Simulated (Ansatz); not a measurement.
# Be2Br3: the cost of one run

Program: Ansatz 0.2.0. Level of theory: DFT PBE, scalar-relativistic, plane waves, PAW. These are calculated values, not measurements.

### Step 1. Starting point

The structure is trigonal, space group R-3c (No. 167). The conventional cell has a = 6.455 Å, b = 6.455 Å, c = 17.624 Å, α = 90.00°, β = 90.00°, γ = 120.00°. Be (site symmetry 3) is surrounded by 6 Br at 2.52 to 2.67 Å. Around Br (site symmetry 2) lie 4 Be at 2.52 to 2.67 Å.

As a file:

```
CELL_PARAMETERS angstrom
3.22764 1.86348 5.87478
-3.22764 1.86348 5.87478
0.00000 -3.72695 5.87478
ATOMIC_POSITIONS crystal
Be 0.85218 0.85218 0.85218
Be 0.64782 0.64782 0.64782
Be 0.14782 0.14782 0.14782
Be 0.35218 0.35218 0.35218
Br 0.05625 0.44375 0.75000
Br 0.75000 0.05625 0.44375
Br 0.44375 0.75000 0.05625
Br 0.94375 0.55625 0.25000
Br 0.25000 0.94375 0.55625
Br 0.55625 0.25000 0.94375
```

This is candidate A: corundum type (R-3c, No. 167).

(A quick probe on a coarse mesh, which set the mesh and smearing, is not shown.)

### Step 3. Coarse relaxation (candidate A)

input.yaml

```yaml
crystal:
  lattice:
    - [3.2276365931, 1.8634768558, 5.8747832956]
    - [-3.2276365931, 1.8634768558, 5.8747832956]
    - [0.0, -3.7269537118, 5.8747832956]
  atoms:
    - { symbol: Be, position: [0.85218, 0.85218, 0.85218] }
    - { symbol: Be, position: [0.64782, 0.64782, 0.64782] }
    - { symbol: Be, position: [0.14782, 0.14782, 0.14782] }
    - { symbol: Be, position: [0.35218, 0.35218, 0.35218] }
    - { symbol: Br, position: [0.05625, 0.44375, 0.75] }
    - { symbol: Br, position: [0.75, 0.05625, 0.44375] }
    - { symbol: Br, position: [0.44375, 0.75, 0.05625] }
    - { symbol: Br, position: [0.94375, 0.55625, 0.25] }
    - { symbol: Br, position: [0.25, 0.94375, 0.55625] }
    - { symbol: Br, position: [0.55625, 0.25, 0.94375] }
basis:
  ecutwfc: 420
kpoints:
  mp_grid: { grid: [3, 3, 3] }
hamiltonian:
  xc: pbe
scf:
  occupations: { method: gaussian, width: 0.1 }
  lower_state_search: "off"
output:
  forces: true
  stress: true
  eigenvalues: true
relax:
  adjacent_minimum: "off"
  f_tol: 0.04
  max_steps: 70
  cell: { stress_tol: 0.4 }
```

Run with:

```bash
$ ansatz run input.yaml --threads 1 --pin off --max-ram 2560MiB --backend cpu --events-out ev --progress --plain --runs-dir out
```

**Question.** How long does this run take on 1 thread of Arm Neoverse V1, shared host, and how much memory does it need?

About 72 s, with a peak of 0.58 GiB.
